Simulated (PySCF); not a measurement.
# [Pr(OH)4]−: other functionals and bases at one geometry

Aim: see how levels, charges and forces of [Pr(OH)4]− depend on the level of theory. The species was built from a template and needn't be a known compound.

Computed with PySCF 2.14.0. Level: several levels, as the steps say, no spin–orbit coupling.

2 further runs of the same task are left out: 2 for a known fault of the program. Runs told in other sessions of the task aren't counted.

## (1) The system as given

9 atoms, charge -1, spin multiplicity 1.

Bond lengths: Pr1–O2 2.215 Å, Pr1–O4 2.215 Å, Pr1–O6 2.215 Å, Pr1–O8 2.215 Å, O2–H3 0.966 Å, O4–H5 0.966 Å, O6–H7 0.966 Å, O8–H9 0.966 Å. Angles: O2–Pr1–O4 109.3°, O2–Pr1–O6 109.5°, O2–Pr1–O8 109.5°, O4–Pr1–O6 109.5°, O4–Pr1–O8 109.5°, O6–Pr1–O8 109.3°, Pr1–O2–H3 175.9°, Pr1–O4–H5 175.9°, Pr1–O6–H7 175.9°, Pr1–O8–H9 175.9°.

Geometry (Å):

```xyz
9
H4O4Pr
Pr    0.0000    0.0000    0.0000
O     1.4102    1.1301    1.2812
H     1.9848    1.6790    1.8297
O    -1.4102   -1.1301    1.2812
H    -1.9848   -1.6790    1.8297
O     1.1300   -1.4101   -1.2811
H     1.6789   -1.9848   -1.8297
O    -1.1300    1.4101   -1.2811
H    -1.6789    1.9848   -1.8297
```

Formal oxidation states: Pr +3. Each metal's 2 4f electrons lie in its core potential, so multiplicities, spins and levels count the valence alone. An earlier session relaxed this geometry at TPSS, Pr lcecp-1-SVP with ECP48, O def2-SVP, H def2-SVP (singlet, point group D2).

At TPSS on the finer grid: E = -336.228647 Eh, HOMO -0.76 eV, LUMO 3.45 eV, Mulliken charge on Pr1 +0.74 e, largest force component 0.003 eV/Å. 

Levels to run: BP86; M06-L; CAM-B3LYP; revPBE; TPSS, TZVP. Hardware: 2 threads of Arm Neoverse V1, shared host.

## (2) BP86

run.py (the lines that set the calculation)

```python
mol = gto.M(atom='''
Pr     0.00000     0.00000     0.00000
O      1.41016     1.13006     1.28115
H      1.98483     1.67901     1.82967
O     -1.41016    -1.13006     1.28115
H     -1.98483    -1.67901     1.82967
O      1.13004    -1.41014    -1.28114
H      1.67895    -1.98481    -1.82967
O     -1.13004     1.41014    -1.28114
H     -1.67895     1.98481    -1.82967''',
    basis={'Pr': 'lcecp-1-SVP', 'O': 'def2-SVP', 'H': 'def2-SVP'},
    ecp={'Pr': 'lcecp-1-SVP'},
    charge=-1, spin=0)
mf = dft.RKS(mol, xc='B88,P86')
mf.grids.atom_grid = (75, 302)  # f atoms: unpruned, at least (60, 302)
mf = mf.density_fit()  # fitting sets: Pr AutoAux, O def2-universal-JKFIT, H def2-universal-JKFIT
mf.conv_tol = 1e-08; mf.max_cycle = 55
mf.kernel(dm0)  # dm0: the density of the relaxed state
```

Started as:

```console
OMP_NUM_THREADS=2 python run.py
```

Log:

```text
init E= -336.270298010671
  HOMO = -0.0253087114955993  LUMO = 0.12588237536427  gap/eV = 4.11412
cycle= 1 E= -336.270605634807  delta_E= -0.000308  |g|= 0.0554  |ddm|= 0.136
  HOMO = -0.0363144012862005  LUMO = 0.124350864940848  gap/eV = 4.37192
cycle= 2 E= -336.267664587685  delta_E= 0.00294  |g|= 0.133  |ddm|= 0.139
  HOMO = -0.0286824816840081  LUMO = 0.125011992930965  gap/eV = 4.18224
cycle= 3 E= -336.271306140145  delta_E= -0.00364  |g|= 0.00689  |ddm|= 0.0908
  HOMO = -0.0291606705455503  LUMO = 0.124789273575882  gap/eV = 4.18919
cycle= 4 E= -336.271322468373  delta_E= -1.63e-05  |g|= 0.000754  |ddm|= 0.011
  HOMO = -0.029115529437707  LUMO = 0.124791183142893  gap/eV = 4.18801
cycle= 5 E= -336.271322580057  delta_E= -1.12e-07  |g|= 5.59e-05  |ddm|= 0.000601
  HOMO = -0.029107917919909  LUMO = 0.124792397685496  gap/eV = 4.18784
cycle= 6 E= -336.271322580737  delta_E= -6.8e-10  |g|= 2.77e-05  |ddm|= 9.35e-05
  HOMO = -0.0291104409947878  LUMO = 0.124791780076212  gap/eV = 4.18789
Extra cycle  E= -336.271322579818  delta_E= 9.19e-10  |g|= 7.26e-05  |ddm|= 6.92e-05
converged SCF energy = -336.271322579818
```

Run time: 7.1 s. Hardware: 2 threads of Arm Neoverse V1, shared host.

Read off: E = -336.271323 Eh, HOMO -0.79 eV, LUMO 3.40 eV, Mulliken charge on Pr1 +0.61 e, largest force component 0.055 eV/Å. 

## (3) M06-L

run.py (the lines that set the calculation): that of step 2 with these lines changed.

```diff
@@ -13,3 +13,3 @@
     charge=-1, spin=0)
-mf = dft.RKS(mol, xc='B88,P86')
+mf = dft.RKS(mol, xc='M06L')
 mf.grids.atom_grid = (75, 302)  # f atoms: unpruned, at least (60, 302)
```

Started as:

```console
OMP_NUM_THREADS=2 python run.py
```

Log:

```text
init E= -336.144389828899
  HOMO = -0.0419788777584273  LUMO = 0.154940441619981  gap/eV = 5.35845
cycle= 1 E= -336.150242273041  delta_E= -0.00585  |g|= 0.0819  |ddm|= 0.288
  HOMO = -0.0219009157816543  LUMO = 0.158176533913974  gap/eV = 4.90016
cycle= 2 E= -336.147062765615  delta_E= 0.00318  |g|= 0.15  |ddm|= 0.164
  HOMO = -0.0319430811807382  LUMO = 0.157846683647392  gap/eV = 5.16444
cycle= 3 E= -336.151676799105  delta_E= -0.00461  |g|= 0.0108  |ddm|= 0.109
  HOMO = -0.030547733283216  LUMO = 0.157918640607647  gap/eV = 5.12843
cycle= 4 E= -336.151695824463  delta_E= -1.9e-05  |g|= 0.00428  |ddm|= 0.0119
  HOMO = -0.0302805625330246  LUMO = 0.157851079696655  gap/eV = 5.11932
cycle= 5 E= -336.151700891229  delta_E= -5.07e-06  |g|= 0.000282  |ddm|= 0.00535
  HOMO = -0.030249009545831  LUMO = 0.157842357878184  gap/eV = 5.11823
cycle= 6 E= -336.151700906943  delta_E= -1.57e-08  |g|= 3.61e-05  |ddm|= 0.000251
  HOMO = -0.0302531552242362  LUMO = 0.157843077902619  gap/eV = 5.11836
cycle= 7 E= -336.151700906985  delta_E= -4.16e-11  |g|= 3.83e-05  |ddm|= 6.33e-05
  HOMO = -0.0302502214618881  LUMO = 0.157843420069877  gap/eV = 5.11829
Extra cycle  E= -336.151700905944  delta_E= 1.04e-09  |g|= 8.15e-05  |ddm|= 8.14e-05
converged SCF energy = -336.151700905944
```

It took 11 s on 2 threads of Arm Neoverse V1, shared host.

Read off: E = -336.151701 Eh, HOMO -0.82 eV, LUMO 4.30 eV, Mulliken charge on Pr1 +1.06 e, largest force component 0.425 eV/Å. 

## (4) CAM-B3LYP

run.py (the lines that set the calculation): that of step 3 with these lines changed.

```diff
@@ -13,3 +13,3 @@
     charge=-1, spin=0)
-mf = dft.RKS(mol, xc='M06L')
+mf = dft.RKS(mol, xc='CAMB3LYP')
 mf.grids.atom_grid = (75, 302)  # f atoms: unpruned, at least (60, 302)
```

Started as:

```console
OMP_NUM_THREADS=2 python run.py
```

Log:

```text
init E= -336.067452617666
  HOMO = -0.144289381676867  LUMO = 0.158499046666712  gap/eV = 8.23929
cycle= 1 E= -336.070844613715  delta_E= -0.00339  |g|= 0.067  |ddm|= 0.169
  HOMO = -0.131456355120074  LUMO = 0.159095370508208  gap/eV = 7.90632
cycle= 2 E= -336.070240469584  delta_E= 0.000604  |g|= 0.0884  |ddm|= 0.105
  HOMO = -0.139986264446855  LUMO = 0.158569081736704  gap/eV = 8.12410
cycle= 3 E= -336.071712836078  delta_E= -0.00147  |g|= 0.00492  |ddm|= 0.0571
  HOMO = -0.13934297036014  LUMO = 0.158727464857886  gap/eV = 8.11091
cycle= 4 E= -336.071718389918  delta_E= -5.55e-06  |g|= 0.0014  |ddm|= 0.00526
  HOMO = -0.139366543763004  LUMO = 0.15870290316267  gap/eV = 8.11088
cycle= 5 E= -336.071718943515  delta_E= -5.54e-07  |g|= 0.000111  |ddm|= 0.00221
  HOMO = -0.139361626946689  LUMO = 0.158703642856331  gap/eV = 8.11077
cycle= 6 E= -336.071718950243  delta_E= -6.73e-09  |g|= 2e-05  |ddm|= 0.000262
  HOMO = -0.139361151215554  LUMO = 0.15870417010575  gap/eV = 8.11077
Extra cycle  E= -336.071718950448  delta_E= -2.05e-10  |g|= 9.77e-06  |ddm|= 4.47e-05
converged SCF energy = -336.071718950448
```

Wall time 8.6 s (2 threads of Arm Neoverse V1, shared host).

Read off: E = -336.071719 Eh, HOMO -3.79 eV, LUMO 4.32 eV, Mulliken charge on Pr1 +0.84 e, largest force component 0.281 eV/Å. 

## (5) revPBE

run.py (the lines that set the calculation): that of step 4 with these lines changed.

```diff
@@ -13,3 +13,3 @@
     charge=-1, spin=0)
-mf = dft.RKS(mol, xc='CAMB3LYP')
+mf = dft.RKS(mol, xc='PBE_R,PBE')
 mf.grids.atom_grid = (75, 302)  # f atoms: unpruned, at least (60, 302)
```

Started as:

```console
OMP_NUM_THREADS=2 python run.py
```

Log:

```text
init E= -336.137394205168
  HOMO = -0.0186468880227675  LUMO = 0.121817975048188  gap/eV = 3.82224
cycle= 1 E= -336.137477189308  delta_E= -8.3e-05  |g|= 0.0546  |ddm|= 0.131
  HOMO = -0.030655753478303  LUMO = 0.120420530984564  gap/eV = 4.11100
cycle= 2 E= -336.134660906346  delta_E= 0.00282  |g|= 0.13  |ddm|= 0.133
  HOMO = -0.0225838704425086  LUMO = 0.12108789047906  gap/eV = 3.90951
cycle= 3 E= -336.138116789081  delta_E= -0.00346  |g|= 0.00305  |ddm|= 0.0889
  HOMO = -0.0227596658846287  LUMO = 0.121009084220493  gap/eV = 3.91215
cycle= 4 E= -336.138119955404  delta_E= -3.17e-06  |g|= 0.000951  |ddm|= 0.00664
  HOMO = -0.022690640056948  LUMO = 0.121033668326675  gap/eV = 3.91094
cycle= 5 E= -336.138120190688  delta_E= -2.35e-07  |g|= 8.94e-05  |ddm|= 0.00117
  HOMO = -0.0226754894868071  LUMO = 0.121037936313684  gap/eV = 3.91064
cycle= 6 E= -336.138120192274  delta_E= -1.59e-09  |g|= 2.38e-05  |ddm|= 8.66e-05
  HOMO = -0.0226777214999483  LUMO = 0.121037628248619  gap/eV = 3.91069
Extra cycle  E= -336.138120191598  delta_E= 6.76e-10  |g|= 6.21e-05  |ddm|= 6.02e-05
converged SCF energy = -336.138120191598
```

It took 7 s on 2 threads of Arm Neoverse V1, shared host.

Result: E = -336.138120 Eh, HOMO -0.62 eV, LUMO 3.29 eV, Mulliken charge on Pr1 +0.64 e, largest force component 0.057 eV/Å. 

## (6) TPSS, TZVP

Basis: Pr lcecp-1-TZVP with ECP48, O def2-TZVP, H def2-TZVP. 

run.py (the lines that set the calculation): that of step 5 with these lines changed.

```diff
@@ -10,6 +10,6 @@
 H     -1.67895     1.98481    -1.82967''',
-    basis={'Pr': 'lcecp-1-SVP', 'O': 'def2-SVP', 'H': 'def2-SVP'},
-    ecp={'Pr': 'lcecp-1-SVP'},
+    basis={'Pr': 'lcecp-1-TZVP', 'O': 'def2-TZVP', 'H': 'def2-TZVP'},
+    ecp={'Pr': 'lcecp-1-TZVP'},
     charge=-1, spin=0)
-mf = dft.RKS(mol, xc='PBE_R,PBE')
+mf = dft.RKS(mol, xc='TPSS')
 mf.grids.atom_grid = (75, 302)  # f atoms: unpruned, at least (60, 302)
@@ -17,2 +17,2 @@
 mf.conv_tol = 1e-08; mf.max_cycle = 55
-mf.kernel(dm0)  # dm0: the density of the relaxed state
+mf.kernel(dm0)  # dm0: free metal ions and neutral atoms
```

Started as:

```console
OMP_NUM_THREADS=2 python run.py
```

Log:

```text
init E= -345.010056216602
  HOMO = -0.0386905450384028  LUMO = 0.105035836441196  gap/eV = 3.91099
cycle= 1 E= -336.427559247545  delta_E= 8.58  |g|= 1.29  |ddm|=  2.4
  HOMO = -0.156089261748441  LUMO = 0.11104086426726  gap/eV = 7.26898
cycle= 2 E= -336.008630989543  delta_E= 0.419  |g|= 1.88  |ddm|= 1.26
  HOMO = -0.0134038379707687  LUMO = 0.123991930397153  gap/eV = 3.73873
cycle= 3 E= -336.578775359518  delta_E= -0.57  |g|= 0.452  |ddm|= 1.13
  HOMO = -0.0520266818202226  LUMO = 0.11689280726619  gap/eV = 4.59653
cycle= 4 E= -336.614175587336  delta_E= -0.0354  |g|= 0.0899  |ddm|= 0.362
  HOMO = -0.0468333501190221  LUMO = 0.118781927540489  gap/eV = 4.50662
cycle= 5 E= -336.61628879173  delta_E= -0.00211  |g|= 0.0196  |ddm|= 0.115
  HOMO = -0.0461103798793245  LUMO = 0.118719123946768  gap/eV = 4.48524
cycle= 6 E= -336.616389626257  delta_E= -0.000101  |g|= 0.00176  |ddm|= 0.0241
  HOMO = -0.0460407898738666  LUMO = 0.118760060966579  gap/eV = 4.48446
cycle= 7 E= -336.616390453619  delta_E= -8.27e-07  |g|= 0.000364  |ddm|= 0.00287
  HOMO = -0.0460862402556886  LUMO = 0.118750801541324  gap/eV = 4.48544
cycle= 8 E= -336.616390479967  delta_E= -2.63e-08  |g|= 0.000114  |ddm|= 0.000378
  HOMO = -0.0460877308294856  LUMO = 0.118750957083051  gap/eV = 4.48549
cycle= 9 E= -336.616390482295  delta_E= -2.33e-09  |g|= 2.18e-05  |ddm|= 6.45e-05
  HOMO = -0.0460849357491423  LUMO = 0.118751693664578  gap/eV = 4.48543
Extra cycle  E= -336.616390481872  delta_E= 4.23e-10  |g|= 5.3e-05  |ddm|= 4.04e-05
converged SCF energy = -336.616390481872
```

It took 30 s on 2 threads of Arm Neoverse V1, shared host.

It gives: E = -336.616390 Eh, HOMO -1.25 eV, LUMO 3.23 eV, Mulliken charge on Pr1 +1.50 e, largest force component 0.277 eV/Å. 

## (7) Results

| level | state | HOMO (eV) | gap (eV) | charge on Pr1 (e) | dipole (D) | largest force component (eV/Å) | basis functions | time |
| --- | --- | --- | --- | --- | --- | --- | --- | --- |
| TPSS (relaxed here) | singlet | -0.76 | 4.21 | 0.74 | 0.00 | 0.00 | 109 | 40 s |
| BP86 | singlet | -0.79 | 4.19 | 0.61 | 0.00 | 0.05 | 109 | 7.1 s |
| M06-L | singlet | -0.82 | 5.12 | 1.06 | 0.00 | 0.42 | 109 | 11 s |
| CAM-B3LYP | singlet | -3.79 | 8.11 | 0.84 | 0.00 | 0.28 | 109 | 8.6 s |
| revPBE | singlet | -0.62 | 3.91 | 0.64 | 0.00 | 0.06 | 109 | 7 s |
| TPSS, TZVP | singlet | -1.25 | 4.49 | 1.50 | 0.00 | 0.28 | 195 | 30 s |

Times are on 2 threads of Arm Neoverse V1, shared host; the first row also made further properties. The dipole of a charged species depends on the origin, so these sizes hold for this origin alone.

In one basis the HOMO–LUMO gap runs from 3.91 eV (revPBE) to 8.11 eV (CAM-B3LYP). The largest leftover force, 0.42 eV/Å with M06-L, stands at a geometry relaxed at another level. The Mulliken charge on Pr spans +0.61 to +1.50 e over the levels. With 4f in the core, its levels are missing from HOMO and gap, and its count is fixed, so no charge can pass from the ligands into it. Total energies of different levels can't be compared. Spin–orbit coupling is left out throughout.
